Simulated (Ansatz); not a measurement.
The same path of a periodic cell of 39 atoms, Al₅O₈ (host Al2O3, host structure R-3c, one Al atom removed), cell charge +1 was run twice with different band settings. Lost on the way: Al11–O17, Al11–O18, Al11–O19. Made: O8–Al11, Al11–O28, Al11–O39.

Theory: Ansatz, DFT LDA, scalar-relativistic, plane waves, PAW. Settings: PAW set soft_1, cutoff 420 eV, k mesh 2x2x2, fermi-dirac smearing 0.05 eV, no spin polarisation.

Relaxed end points:

```xyz
39
Lattice="-4.7351 -2.7338 4.3003 4.7351 -2.7338 4.3003 0.0000 5.4676 4.3003" Properties=species:S:1:pos:R:3
Al -0.008 0.029 4.553
Al 0.013 0.011 1.919
Al 0.019 0.046 8.352
Al -0.022 0.075 10.996
O -0.927 1.397 7.554
O -0.774 -1.390 7.641
O 1.653 0.101 7.504
O 1.023 -1.211 5.365
O 0.732 1.501 5.377
O -1.619 -0.100 5.416
Al 0.001 -2.731 8.651
Al 0.001 2.737 4.042
Al 0.001 2.737 6.691
O 3.814 1.372 7.524
O -0.724 1.254 3.224
O -3.088 0.117 7.524
O -3.833 -1.355 5.376
O 0.726 -1.271 9.677
O 3.110 -0.098 5.377
Al -2.385 1.350 8.853
Al -2.380 1.377 6.220
Al 2.322 -1.369 4.052
Al 2.317 -1.419 6.695
O 1.457 0.018 3.203
O 1.625 2.603 7.554
O -0.773 -4.072 7.641
O -1.467 0.019 9.717
O -1.826 -2.605 5.365
O 0.705 3.987 5.377
Al 2.395 1.364 8.853
Al 2.369 1.355 6.220
Al -2.339 -1.401 4.051
Al -2.293 -1.380 6.695
O 1.549 -2.730 7.641
O -3.108 2.624 7.503
O -0.695 -1.258 3.254
O -1.435 2.722 5.377
O 3.089 -2.643 5.416
O 0.806 1.092 9.666
```

```xyz
39
Lattice="-4.7351 -2.7338 4.3003 4.7351 -2.7338 4.3003 0.0000 5.4676 4.3003" Properties=species:S:1:pos:R:3
Al 0.013 -0.009 4.540
Al -0.009 -0.026 1.906
Al -0.022 -0.071 8.364
Al 0.019 -0.042 11.007
O -0.923 1.365 7.534
O -0.772 -1.392 7.416
O 1.627 0.113 7.556
O 0.901 -1.377 5.381
O 0.703 1.482 5.383
O -1.647 -0.088 5.341
Al 0.000 -2.734 6.406
Al 0.000 2.734 4.068
Al 0.000 2.734 6.719
O 3.809 1.340 7.505
O -0.697 1.262 3.205
O -3.112 0.132 7.505
O -3.713 -1.521 5.393
O 0.806 -1.088 9.693
O 2.907 -0.125 5.393
Al -2.366 1.382 8.840
Al -2.340 1.372 6.206
Al 2.440 -1.351 4.064
Al 2.395 -1.329 6.707
O 1.456 -0.014 3.256
O 1.647 2.619 7.534
O -0.776 -4.073 7.416
O -1.468 -0.016 9.642
O -1.626 -2.632 5.381
O 0.732 3.969 5.383
Al 2.354 1.360 8.840
Al 2.350 1.388 6.206
Al -2.418 -1.312 4.064
Al -2.414 -1.362 6.707
O 1.548 -2.736 7.416
O -3.083 2.635 7.556
O -0.724 -1.250 3.234
O -1.436 2.751 5.383
O 3.115 -2.630 5.341
O 0.725 1.275 9.682
```

Common settings: climbing image yes; spring 5.0 eV/Å²; optimiser quadratic models (default); end points relaxed.

| run | movable images | start path | force threshold | iteration limit |
| --- | --- | --- | --- | --- |
| 1 | 5 | straight line | 0.05 eV/Å | 43 |
| 2 | 3 | default | 0.2 eV/Å | 50 |

Q: What does each run give, and how far can it be trusted?

A: Run 1: converged after 5 iterations, highest image 1.599 eV above the first end. By the program's own check the climbing image is a first-order saddle point (lowest curvatures found: -4.93 and 1.64 eV/Å²).
Run 2: converged after 4 iterations, highest image 1.600 eV above the first end. The threshold of 0.2 eV/Å is loose, so the images may lie well off the minimum-energy path. The order of the stationary point at the top wasn't checked.
Limits of this set-up: coarse k mesh, PAW files made for another functional, no spin, though dangling bonds at a vacancy may carry it, a small cell, in which the defect meets its images, charged cell in a uniform background, uncorrected.
